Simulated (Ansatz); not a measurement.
**ClH6NSi3: small, medium and large basis sets**

An exercise on one series of results from a longer session: the logs are not shown, and one member is left open.

Method: one geometry, several basis sets; program: Ansatz 0.2.0, Gaussian basis.

Levels to be run: PBE0-D4/def2-SVP; ωB97M-V/def2-SVP; PBE0-D4/def2-QZVPP; ωB97M-V/def2-QZVPP; the functionals' def2-TZVPP values are taken from earlier runs.

## Structure used throughout

An earlier PBE0-D4 in a triple-zeta def2 set relaxation fixed the geometry.

11 atoms, charge 0, spin multiplicity 1.

Atoms are counted from 1 here; the program's logs count them from 0.

Bond lengths: Si1–N2 1.762 Å, Si1–H6 1.489 Å, Si1–H7 1.481 Å, Si1–H8 1.481 Å, N2–Si3 1.755 Å, N2–Si4 1.723 Å, Si3–H9 1.484 Å, Si3–H10 1.486 Å, Si3–H11 1.484 Å, Si4–Cl5 2.112 Å. Angles: N2–Si1–H6 105.5°, N2–Si1–H7 111.3°, N2–Si1–H8 111.3°, H6–Si1–H7 108.9°, H6–Si1–H8 108.9°, H7–Si1–H8 110.8°, Si1–N2–Si3 116.8°, Si1–N2–Si4 126.0°, Si3–N2–Si4 117.2°, N2–Si3–H9 110.4°, N2–Si3–H10 107.2°, N2–Si3–H11 110.4°, H9–Si3–H10 109.9°, H9–Si3–H11 109.0°, H10–Si3–H11 109.9°, N2–Si4–Cl5 100.1°.

As a file:

```xyz
11
charge 0, multiplicity 1
Si   -1.3470   -0.2012    0.3995
N     0.1694    0.2325   -0.3858
Si    1.6462   -0.3118    0.3897
Si    0.3326    1.1383   -1.8424
Cl   -1.7006    1.4933   -2.2894
H    -0.9595   -0.9720    1.6135
H    -2.1001    1.0033    0.8171
H    -2.1762   -1.0647   -0.4717
H     1.7502    0.2524    1.7587
H     2.7802    0.1664   -0.4426
H     1.6703   -1.7935    0.4740
```

The first run:

Contents of in.yaml:

```yaml
crystal:
  periodic: [false, false, false]
  atoms:
    - {symbol: Si, position_ang: [-1.347035, -0.201173, 0.399523]}
    - {symbol: N, position_ang: [0.169350, 0.232462, -0.385834]}
    - {symbol: Si, position_ang: [1.646201, -0.311804, 0.389741]}
    - {symbol: Si, position_ang: [0.332605, 1.138267, -1.842438]}
    - {symbol: Cl, position_ang: [-1.700603, 1.493313, -2.289360]}
    - {symbol: H, position_ang: [-0.959469, -0.972019, 1.613489]}
    - {symbol: H, position_ang: [-2.100121, 1.003285, 0.817086]}
    - {symbol: H, position_ang: [-2.176206, -1.064742, -0.471693]}
    - {symbol: H, position_ang: [1.750168, 0.252378, 1.758661]}
    - {symbol: H, position_ang: [2.780202, 0.166442, -0.442648]}
    - {symbol: H, position_ang: [1.670307, -1.793508, 0.473971]}
basis:
  gaussian: {orbitals: def2-SVP}
hamiltonian: {xc: pbe0, dispersion: d4}
output: {orbitals: {seedname: orbitals}}
```

Among the steps run: PBE0-D4 in def2-SVP; ωB97M-V in def2-SVP; PBE0-D4 in def2-QZVPP; ωB97M-V in def2-QZVPP.

One table of the session follows, with a row left open; its other results are not shown here.

It belongs to the step «Density functionals: the series». 

```
functional       basis  HOMO (eV)  LUMO (eV)
   PBE0-D4    def2-SVP          ?          ?
   PBE0-D4  def2-TZVPP      -7.25      -2.04
   PBE0-D4  def2-QZVPP      -7.27      -2.07
   ωB97M-V    def2-SVP      -9.24       0.12
   ωB97M-V  def2-TZVPP      -9.35      -0.08
   ωB97M-V  def2-QZVPP      -9.38      -0.17
```

**Question.** Estimate the row for PBE0-D4, def2-SVP.

As computed: HOMO (eV): -7.18; LUMO (eV): -1.93. In the column «HOMO (eV)» it is the highest.
